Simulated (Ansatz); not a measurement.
# Ta: the cost of one run

Program: Ansatz 0.2.0. Level of theory: DFT, LDA, PAW with Ansatz's default frozen-core files, scalar-relativistic. These are calculated values, not measurements.

This is Ta in the hcp structure; at room conditions it is bcc.

## Step 1: The structure to begin with

The structure is hexagonal, space group P6_3/mmc (No. 194). The conventional cell has a = 2.900 Å, b = 2.900 Å, c = 5.166 Å, α = 90.00°, β = 90.00°, γ = 120.00°. Ta (site symmetry -6m2) has 12 Ta at 2.90 to 3.08 Å as nearest neighbours.

As a file:

```cif
data_structure
_symmetry_space_group_name_H-M 'P 1'
_symmetry_Int_Tables_number 1
_cell_length_a 2.9004
_cell_length_b 2.9004
_cell_length_c 5.1663
_cell_angle_alpha 90.000
_cell_angle_beta 90.000
_cell_angle_gamma 120.000
_cell_volume 37.64
loop_
_atom_site_label
_atom_site_type_symbol
_atom_site_fract_x
_atom_site_fract_y
_atom_site_fract_z
_atom_site_occupancy
Ta1 Ta 0.66667 0.33333 0.75000 1
Ta2 Ta 0.33333 0.66667 0.25000 1
```

Atoms are numbered in the order of the input: Ta1, Ta2.

## Step 2: Free moments from the typed start, PAW

input.yaml

```yaml
crystal:
  lattice:
    - [2.9003720726, 0.0, 0.0]
    - [-1.4501860363, 2.5117958953, 0.0]
    - [0.0, 0.0, 5.166274]
  atoms:
    - { symbol: Ta, position: [0.6666666667, 0.3333333333, 0.75], spin: 0.6 }
    - { symbol: Ta, position: [0.3333333333, 0.6666666667, 0.25], spin: 0.6 }
magnetization:
  spin_polarized: true
kpoints:
  mp_grid: { grid: [11, 11, 6] }
scf:
  occupations: { method: fermi_dirac, width: 0.05 }
  lower_state_search: "off"
hamiltonian:
  xc: lda
  pseudopotentials: { kind: paw }
output:
  forces: true
  stress: true
  eigenvalues: true
  populations: true
  dos: { projected: true, de: 0.1, e_range: [-8, 5] }
  write_density: true
  write_potential: true
  elf: true
  volumetric_format: npy
```

The run is started by

```console
$ ansatz run input.yaml --threads 1 --pin off --max-ram 3072MiB --backend cpu --events-out ev --progress --plain --runs-dir out
```

**Question.** How long does this run take on 1 thread of Arm Neoverse V2, shared host, and how much memory does it need?

About 8.8 s, with a peak of 0.32 GiB.
